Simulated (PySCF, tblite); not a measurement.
# C5H12N2O: geometry, infrared bands and NMR shifts

Aim: predict the infrared bands and NMR shifts of C5H12N2O (`CC(=O)C(CN)CN`).

Computed with tblite 0.8.0 and PySCF 2.14.0, with density-fitted response routines of our own, on a single molecule in the gas phase. Atoms are numbered from 0 throughout.

### 1 The starting structure

20 atoms, charge 0, multiplicity 1; geometry from: force field or distance geometry start.

Bonds of the start (Å): C0–C1 1.47, C1–O2 1.24, C1–C3 1.51, C3–C4 1.48, C4–N5 1.44, C3–C6 1.52, C6–N7 1.45, C0–H8 1.13, C0–H9 1.13, C0–H10 1.10, C3–H11 1.12, C4–H12 1.13, C4–H13 1.12, N5–H14 1.04, N5–H15 1.03, C6–H16 1.13, C6–H17 1.10, N7–H18 1.05, N7–H19 1.05.

### 2 Optimising the geometry with GFN2-xTB

Job settings and geometry (Å):

```
{"job": {"kind": "relax", "xc": "GFN2-xTB", "basis": "xTB"}, "charge": 0, "multiplicity": 1}
C     -2.476400    -0.948700    -0.114800
C     -1.034500    -1.131700    -0.348200
O     -0.633300    -2.101300    -0.999700
C     -0.038700    -0.159800     0.229900
C     -0.334900     1.179800    -0.314800
N      0.537400     2.225600     0.140000
C      1.333900    -0.707900    -0.135200
N      2.423800     0.117900     0.357600
H     -2.678500    -0.396900     0.848900
H     -2.981300    -1.953600    -0.043500
H     -2.898200    -0.418900    -0.981000
H     -0.108900    -0.214400     1.343600
H     -1.387800     1.458200    -0.004000
H     -0.347800     1.197200    -1.438000
H      0.371600     2.524400     1.127500
H      1.519800     2.003500    -0.079400
H      1.446600    -1.705700     0.377500
H      1.422600    -0.913900    -1.215500
H      3.321600    -0.056400    -0.154600
H      2.537600     0.013200     1.400700
```

On the command line:

```bash
> OMP_NUM_THREADS=1 python probes_run.py task.json out
```

One launch serves the whole session: the jobs run in the order shown.

**Question.** This job is followed by: GFN2-xTB harmonic vibrations, gas phase; GIAO PBE0/pcSseg-1 NMR shielding, non-relativistic, gas phase. Predict these results of the whole session: strongest single infrared mode (GFN2-xTB); zero-point energy (GFN2-xTB); 13C shifts against TMS (PBE0/pcSseg-1, means over atoms taken as alike); 1H shifts against TMS (PBE0/pcSseg-1, means over atoms taken as alike); 17O shifts against H2O (PBE0/pcSseg-1); 15N shifts against NH3 (PBE0/pcSseg-1, means over atoms taken as alike); surface potential, 1st and 99th percentile.

The runs gave:

| quantity | value |
| --- | --- |
| strongest single infrared mode (GFN2-xTB) | 1756 cm⁻¹, 356 km/mol |
| zero-point energy (GFN2-xTB) | 108.1 kcal/mol |
| 13C shifts against TMS (PBE0/pcSseg-1, means over atoms taken as alike) | 213.6, 66.7, 53.2, 30.5 ppm |
| 1H shifts against TMS (PBE0/pcSseg-1, means over atoms taken as alike) | 3.62, 2.87, 2.15, 1.96, 1.15 ppm |
| 17O shifts against H2O (PBE0/pcSseg-1) | 665.2 ppm |
| 15N shifts against NH3 (PBE0/pcSseg-1, means over atoms taken as alike) | 45.4 ppm |
| surface potential, 1st and 99th percentile | -1.84 V and 1.50 V |

In words: Over 104 steps the energy fell by 0.600 eV; of the close pairs, C3–C4 changed most, 1.476 to 1.557 Å. All 54 modes are real, so the xTB geometry is a minimum. The strongest single mode, at 1756 cm⁻¹, moves mainly C1 and O2. GFN2-xTB is a fitted tight-binding method: band positions and strengths are rough. Its intensities can rank the bands wrongly. The most deshielded carbon is C1 (ketone carbonyl carbon), at 213.6 ppm: low-lying n→π* states of the double bond to the heteroatom give a large paramagnetic term (-277 ppm). At PBE0/pcSseg-1: Shielding is most anisotropic at O2 (span 1301 ppm, paramagnetic term -730 ppm). At PBE0/pcSseg-1, counted by nearest atom on the grid, the HOMO lies on N5 48 %; N7 13 %, the LUMO on C1 44 %; O2 29 %.
